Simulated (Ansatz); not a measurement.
**Cl2H6InNSi2: up Jacob's ladder to CCSD(T)**

Aim: compute Cl2H6InNSi2 with functionals from several rungs and with coupled cluster, and see how far each lands from CCSD(T) at the basis-set limit for the atomisation energy.

The runs use Ansatz 0.2.0, Gaussian basis; functionals in def2-TZVPP, the program's frozen cores in correlated methods.

Levels to be run: LDA (SPW92), PBE-D4, revPBE-D4, BLYP-D4, r2SCAN-D4, B97M-V, PBE0-D4, B3LYP-D4, r2SCANh-D4, r2SCAN0-D4, HSE06-D4, BHLYP-D4, CAM-B3LYP-D4, LC-ωPBE, ωB97X-V, ωB97M-V, B2PLYP, PBE-QIDH; CCSD(T)/def2-SVP; CCSD(T)/def2-TZVPP; MP2/def2-QZVPP; extrapolation to the limit; RPA on PBE.

1 further run of the same task is left out (it didn't finish).

### 1 The relaxed structure

All runs share one geometry, relaxed beforehand with PBE0-D4 in a triple-zeta def2 set. In takes the def2 core potential; no spin-orbit term is included.

SMILES `[SiH3][N]([SiH3])[In]([Cl])[Cl]`, 12 atoms, charge 0, spin multiplicity 1.

Atoms are counted from 1 here; the program's logs count them from 0.

Bond lengths: Si1–N2 1.738 Å, Si1–H7 1.485 Å, Si1–H8 1.487 Å, Si1–H9 1.488 Å, N2–Si3 1.738 Å, N2–In4 2.014 Å, Si3–H10 1.488 Å, Si3–H11 1.487 Å, Si3–H12 1.485 Å, In4–Cl5 2.301 Å, In4–Cl6 2.302 Å. Angles: N2–Si1–H7 109.1°, N2–Si1–H8 111.8°, N2–Si1–H9 109.1°, H7–Si1–H8 108.9°, H7–Si1–H9 109.7°, H8–Si1–H9 108.2°, Si1–N2–Si3 119.4°, Si1–N2–In4 120.4°, Si3–N2–In4 120.3°, N2–Si3–H10 108.7°, N2–Si3–H11 111.9°, N2–Si3–H12 109.4°, H10–Si3–H11 108.3°, H10–Si3–H12 109.8°, H11–Si3–H12 108.7°, N2–In4–Cl5 121.3°, N2–In4–Cl6 120.5°, Cl5–In4–Cl6 118.2°.

As a file:

```xyz
12
charge 0, multiplicity 1
Si    0.7462    0.8332   -1.3226
N    -0.0144    0.0037    0.0018
Si    0.8249   -1.3015    0.7850
In   -1.8481    0.5530    0.6293
Cl   -3.0956    2.0994   -0.5311
Cl   -2.7510   -0.3614    2.5390
H     0.1148    2.1674   -1.4889
H     0.6141    0.0766   -2.5963
H     2.1958    0.9972   -1.0279
H     1.6251   -2.0335   -0.2345
H     1.7503   -0.8116    1.8415
H    -0.1620   -2.2225    1.4048
```

### 2 LDA

This LDA is Slater exchange with PW92 correlation.

Input file in.yaml:

```yaml
crystal:
  periodic: [false, false, false]
  atoms:
    - {symbol: Si, position_ang: [0.746167, 0.833183, -1.322566]}
    - {symbol: N, position_ang: [-0.014449, 0.003746, 0.001803]}
    - {symbol: Si, position_ang: [0.824880, -1.301473, 0.784994]}
    - {symbol: In, position_ang: [-1.848073, 0.553016, 0.629255]}
    - {symbol: Cl, position_ang: [-3.095590, 2.099417, -0.531123]}
    - {symbol: Cl, position_ang: [-2.751006, -0.361443, 2.539001]}
    - {symbol: H, position_ang: [0.114768, 2.167432, -1.488897]}
    - {symbol: H, position_ang: [0.614144, 0.076550, -2.596348]}
    - {symbol: H, position_ang: [2.195772, 0.997172, -1.027916]}
    - {symbol: H, position_ang: [1.625069, -2.033478, -0.234470]}
    - {symbol: H, position_ang: [1.750270, -0.811591, 1.841485]}
    - {symbol: H, position_ang: [-0.161954, -2.222521, 1.404771]}
basis:
  gaussian: {orbitals: def2-TZVPP}
hamiltonian: {xc: lda}
output: {orbitals: {seedname: orbitals}}
```

Run with:

```console
ansatz run in.yaml --threads 2 --pin off --events-out ev --progress --plain --max-ram 22528MiB --backend cuda --devices 0, --max-vram 18GiB
```

After this run come: PBE-D4 (GGA); revPBE-D4 (GGA); BLYP-D4 (GGA); r2SCAN-D4 (meta-GGA); B97M-V (meta-GGA); PBE0-D4 (hybrid); B3LYP-D4 (hybrid); r2SCANh-D4 (hybrid); r2SCAN0-D4 (hybrid); HSE06-D4 (hybrid); BHLYP-D4 (hybrid); CAM-B3LYP-D4 (range-separated); LC-ωPBE (range-separated); ωB97X-V (range-separated); ωB97M-V (range-separated); B2PLYP (double hybrid); PBE-QIDH (double hybrid); CCSD(T) in def2-SVP; CCSD(T) in def2-TZVPP; MP2 in def2-QZVPP; RPA on PBE orbitals.

**Question.** What will the summary of the whole plan be? Wanted: atomisation energy, CCSD(T)/CBS; farthest beyond LDA; mean size of error, GGA; mean size of error, meta-GGA; mean size of error, hybrid; mean size of error, range-separated; mean size of error, double hybrid; gap, smallest and largest; T1 diagnostic.

The runs gave:

| quantity | value |
| --- | --- |
| atomisation energy, CCSD(T)/CBS | 3593.8 kJ/mol |
| functionals within 35.9 kJ/mol (1.0 %) | r2SCAN-D4, B97M-V, CAM-B3LYP-D4, ωB97X-V, ωB97M-V |
| farthest beyond LDA | revPBE-D4 (-130.1 kJ/mol) |
| mean size of error, GGA | 93.5 kJ/mol |
| mean size of error, meta-GGA | 18.7 kJ/mol |
| mean size of error, hybrid | 72.6 kJ/mol |
| mean size of error, range-separated | 34.1 kJ/mol |
| mean size of error, double hybrid | 82.7 kJ/mol |
| gap, smallest and largest | 3.21 eV (LDA (SPW92)), 10.52 eV (LC-ωPBE) |
| T1 diagnostic | 0.0132 |
| triples share of the correlation energy | 3.8 % |

LDA overbinds by 388.0 kJ/mol (11 %). PBE-D4 misses by -53.0 kJ/mol. Double hybrids carry the basis error of their MP2 part in triple zeta, and no dispersion term here, so their miss is partly the set-up's. The rungs meta-GGA, range-separated miss on average by less than the doubt on the reference (35.9 kJ/mol), so they tie. The reference freezes the cores and leaves out spin-orbit coupling and excitations past (T), and its outer-core shells are covered unevenly, so misses under about 35.9 kJ/mol can't be ranked. All levels share the lack of spin-orbit coupling, which lowers the free heavy atoms and so the true binding. Hartree-Fock recovers 73 % of the binding; the rest is correlation. CCSD(T) in def2-SVP is off by -307.0 kJ/mol, so the small basis spoils what the method gains. Orbital gaps span 3.2 to 10.5 eV; exact exchange widens them. Correlated methods include outer-core shells of In, which these sets cover unevenly.
